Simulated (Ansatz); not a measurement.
**BiIr (zincblende): other levels of theory at one geometry**

One table from this session's results is given with a row withheld; the runs are named, their logs left out.

Program: Ansatz 0.2.0. Level of theory: DFT at several levels, plane waves, PAW. These are calculated values, not measurements.

3 further runs of the same task are left out: 1 that didn't finish, 2 set aside as unsound or not needed. Runs told in other sessions of the task aren't counted.

## Starting point

The structure is cubic, space group F-43m (No. 216). Conventional cell: a = 6.135 Å, b = 6.135 Å, c = 6.135 Å, α = 90.00°, β = 90.00°, γ = 90.00°. Ir (site symmetry -43m) has 4 Bi at 2.66 Å in its first shell of neighbours. Bi (site symmetry -43m) is surrounded by 4 Ir at 2.66 Å.

As a file:

```cif
data_structure
_symmetry_space_group_name_H-M 'F-43m'
_symmetry_Int_Tables_number 216
_cell_length_a 6.1350
_cell_length_b 6.1350
_cell_length_c 6.1350
_cell_angle_alpha 90.000
_cell_angle_beta 90.000
_cell_angle_gamma 90.000
_cell_volume 230.91
loop_
_atom_site_label
_atom_site_type_symbol
_atom_site_symmetry_multiplicity
_atom_site_Wyckoff_symbol
_atom_site_fract_x
_atom_site_fract_y
_atom_site_fract_z
_atom_site_occupancy
Ir1 Ir 4 a 0.00000 0.00000 0.00000 1
Bi1 Bi 4 d 0.25000 0.25000 0.75000 1
```

This cell comes from an earlier session at PBE: 28.863 Å³/atom at 0.04 GPa, on a 10×10×10 mesh, a metal on this mesh.

Levels to run: PBE+SOC; r²SCAN; PBEsol; LDA. Hardware: 2 threads of Arm Neoverse V2, shared host.

The first run:

Input file input.yaml:

```yaml
crystal:
  lattice:
    - [0.0, 3.0674769725, 3.0674769725]
    - [3.0674769725, 0.0, 3.0674769725]
    - [3.0674769725, 3.0674769725, 0.0]
  atoms:
    - { symbol: Ir, position: [0.0, 0.0, 0.0] }
    - { symbol: Bi, position: [0.25, 0.25, 0.25] }
basis:
  ecutwfc: 420
  ecutrho_ratio: 4
kpoints:
  mp_grid: { grid: [10, 10, 10] }
hamiltonian:
  xc: pbe
scf:
  occupations: { method: gaussian, width: 0.05 }
output:
  forces: true
  stress: true
  eigenvalues: true
  populations: true
  dos: { projected: true, de: 0.02 }
  write_density: true
  write_potential: true
  elf: true
  volumetric_format: npy
magnetization:
  noncollinear: true
  spin_orbit: true
```

On the command line:

```
> ansatz run input.yaml --threads 2 --pin off --max-ram 2662MiB --backend cpu --events-out ev --progress --plain --runs-dir out
```

Among the steps run: PBE+SOC; r²SCAN; PBEsol; LDA.

One table of the session follows, with a row left open; its other results are not shown here.

```
  level  pressure (GPa)
    PBE             0.0
    LDA            -5.7
 PBEsol            -3.7
PBE+SOC               ?
 r²SCAN            -2.6
```

**Question.** Estimate the row for PBE+SOC.

The run gave: pressure (GPa): 0.3. In the column «pressure (GPa)» it is the highest.

The pressure runs from -5.7 GPa (LDA) to 0.3 GPa (PBE+SOC); a negative pressure means that level wants a smaller cell, a positive one a larger cell. Total energies of different levels have different zeros and can't be compared.
